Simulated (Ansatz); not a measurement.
# CH4AlBS: the cost of one run

Computed with Ansatz 0.2.0, Gaussian basis. Level: the settings change from run to run.

### 1 The molecule

An earlier PBE0-D4 in a triple-zeta def2 set relaxation fixed the geometry.

SMILES `[CH3][Al]1[BH][S]1`, 8 atoms, charge 0, spin multiplicity 1.

Atoms are counted from 1 here; the program's logs count them from 0.

Bond lengths: C1–Al2 1.941 Å, C1–H5 1.093 Å, C1–H6 1.091 Å, C1–H7 1.094 Å, Al2–B3 2.001 Å, Al2–S4 2.220 Å, B3–S4 1.798 Å, B3–H8 1.189 Å. Angles: Al2–C1–H5 110.2°, Al2–C1–H6 112.2°, Al2–C1–H7 110.0°, H5–C1–H6 108.5°, H5–C1–H7 107.5°, H6–C1–H7 108.4°, C1–Al2–B3 177.8°, C1–Al2–S4 132.1°, B3–Al2–S4 50.1°, Al2–B3–S4 71.3°, Al2–B3–H8 161.6°, S4–B3–H8 127.2°, Al2–S4–B3 58.6°.

As a file:

```xyz
8
charge 0, multiplicity 1
C    -0.52139    1.48668   -0.48373
Al    0.11576   -0.20376    0.22680
B     0.78012   -1.91319    1.02805
S     0.48634   -2.17373   -0.72628
H    -1.49902    1.35288   -0.95459
H    -0.61202    2.25109    0.29004
H     0.16543    1.85318   -1.25166
H     1.17687   -2.71025    1.81567
```

### 2 HSE06/aug-pcseg-2

Set apart from the defaults: the search for lower states set to light.

The input, in.yaml:

```yaml
crystal:
  periodic: [false, false, false]
  atoms:
    - {symbol: C, position_ang: [-0.521389, 1.486682, -0.483727]}
    - {symbol: Al, position_ang: [0.115758, -0.203764, 0.226796]}
    - {symbol: B, position_ang: [0.780119, -1.913190, 1.028048]}
    - {symbol: S, position_ang: [0.486338, -2.173727, -0.726276]}
    - {symbol: H, position_ang: [-1.499016, 1.352884, -0.954590]}
    - {symbol: H, position_ang: [-0.612016, 2.251086, 0.290043]}
    - {symbol: H, position_ang: [0.165435, 1.853177, -1.251660]}
    - {symbol: H, position_ang: [1.176870, -2.710249, 1.815665]}
basis:
  gaussian: {orbitals: aug-pcseg-2}
hamiltonian: {xc: {name: HSE06}}
scf: {lower_state_search: light}
```

On the command line:

```
> ansatz run in.yaml --threads 2 --pin off --events-out ev --progress --plain --max-ram 4352MiB
```

What time and memory should one allow on 2 threads of Arm Neoverse V1, shared host?

About 12 s, with a peak of 0.62 GiB.
